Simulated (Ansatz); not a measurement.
Task: a check of forces and pressure against finite differences of Yb3PbO (distorted cell), with Ansatz's Python interface. Give the script and its output. Level of theory (first run): r2SCAN, PAW, cutoff 650 eV, 3×3×3 k-points, Fermi-Dirac smearing of 0.2 eV, D3BJATM dispersion.

```cif
data_structure
_symmetry_space_group_name_H-M 'P 1'
_symmetry_Int_Tables_number 1
_cell_length_a 4.8587
_cell_length_b 4.8587
_cell_length_c 4.8587
_cell_angle_alpha 90.000
_cell_angle_beta 90.000
_cell_angle_gamma 90.000
_cell_volume 114.70
loop_
_atom_site_label
_atom_site_type_symbol
_atom_site_fract_x
_atom_site_fract_y
_atom_site_fract_z
_atom_site_occupancy
Yb1 Yb 0.98814 0.52513 0.54856 1
Yb2 Yb 0.49942 0.97587 0.48254 1
Yb3 Yb 0.51012 0.48462 0.01906 1
Pb1 Pb 0.97349 0.97410 0.01761 1
O1 O 0.48566 0.49304 0.49859 1
```

`fdcheck_yb3pbo.py`
```python
import ansatz as az
import numpy as np

VECTORS = np.array([
    [4.85867, 0.0, 0.0],
    [0.0, 4.85867, 0.0],
    [0.0, 0.0, 4.85867],
])
SITES = [
    ("Yb", (0.98814, 0.52513, 0.54856)),
    ("Yb", (0.49942, 0.97587, 0.48254)),
    ("Yb", (0.51012, 0.48462, 0.01906)),
    ("Pb", (0.97349, 0.9741, 0.01761)),
    ("O", (0.48566, 0.49304, 0.49859)),
]


def make_crystal(cell):
    crystal = az.Crystal(lattice=az.Lattice.of(cell))
    for symbol, position in SITES:
        crystal = crystal.atom(symbol, position)
    return crystal

def solve(crystal):
    return (
        crystal.calculation()
        .functional("r2scan", dispersion="d3bjatm")
        .occupations("Fermi-Dirac", width=0.2)
        .basis(650, xc_grid=2)
        .kpoints(3, 3, 3)
        .scf(tolerance=1e-09)
        .forces()
        .stress()
        .run(threads=1)
    ).report


centre = solve(make_crystal(VECTORS))
start = make_crystal(VECTORS)
print(f"force on atom 2 along y: analytic {centre['forces_ev_ang'][2][1]:.4f} eV/A")
for h in (0.004, 0.016):
    shift = np.eye(3)[1] * h @ np.linalg.inv(VECTORS)
    plus, minus = (solve(start.move(2, to=np.array(SITES[2][1]) + sign * shift))["lagrangian_ev"] for sign in (1, -1))
    print(f"  step {h} A: numerical {-(plus - minus) / (2 * h):.4f} eV/A")
volume = abs(np.linalg.det(VECTORS))
larger, smaller = (solve(make_crystal(VECTORS * (1 + sign * 0.005) ** (1 / 3)))["lagrangian_ev"] for sign in (1, -1))
numerical = -(larger - smaller) / (0.01 * volume) * 160.21766
print(f"pressure: analytic {np.trace(centre['stress_gpa']) / 3:.3f}, numerical {numerical:.3f} GPa")
```

```console
$ python fdcheck_yb3pbo.py
DeckWarning: output.stress: scf.convergence.dr2_threshold = 1e-9 eV is looser than the 5e-10 eV advised for a printed stress (1e-10 eV for each atom of the cell: 5). What an SCF threshold leaves in a [...]
force on atom 2 along y: analytic -0.1565 eV/A
  step 0.004 A: numerical -0.1565 eV/A
  step 0.016 A: numerical -0.1566 eV/A
pressure: analytic -2.516, numerical -2.516 GPa
```
(Warnings from the package without file and line, shortened.)

Notes:
- The settings weren't tested for convergence.
- Semilocal functionals put the nearly full 4f shell of Yb too close to the Fermi level.
- A Fermi-Dirac width this large means warm electrons, whose thermal share enters the free energy.
- Pressure is positive in compression.
- Spin-orbit coupling, which matters for elements this heavy, is left out.
- The cell is a database structure, distorted on purpose.
- The central difference errs as the square of the step, so the shorter step is the fairer test; what remains comes from the finite grid and the SCF threshold.
- Timing: 14 min on 1 thread of Arm Neoverse V1, on a shared host, peak memory 0.61 GiB.
